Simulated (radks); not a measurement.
**B⁺ in [He] 2s2: an all-electron calculation**

An exercise on one series of results from a longer session: the logs are not shown, and one member is left open.

Program: radks (a radial shooting solver on a logarithmic mesh, Libxc functionals) version 1. Level of theory: Dirac Kohn-Sham, PBEsol, spin-unpolarised, spherical densities, point nucleus. These are calculated values, not measurements, unless marked.

## Starting point

```
element       : boron (Z = 5)
charge        : +1
electrons     : 4
configuration : [He] 2s2
```

Outer shells as boxes (Hund's rule):

B⁺
```
[He] core
2s [↑↓]
```

The first run:

Settings of this run:

```text
Z 5
configuration [He] 2s2 2p0 3s0
relativity Dirac
functional pbe_sol,pbe_sol
spin unpolarised
j_filling energy
nucleus point
c 137.035999084
```

Started as:

```
python run_ks.py task.json out
```

This one command runs every case of the session in turn.

One table of the session follows, with a row left open; its other results are not shown here.

It belongs to the step «Radial structure». Radial moments (bohr):

```
level     <r>  outermost maximum (interpolated)  90 % within
1s1/2  0.3300                             0.211        0.593
2s1/2   1.784                              1.45         2.79
2p1/2   1.845                              1.41         3.04
2p3/2       ?                                 ?            ?
```

Q: Estimate the row for 2p3/2 from the others.

**Answer.** <r>: 1.846; outermost maximum (interpolated): 1.41; 90 % within: 3.04. In the column «<r>» it is the highest.
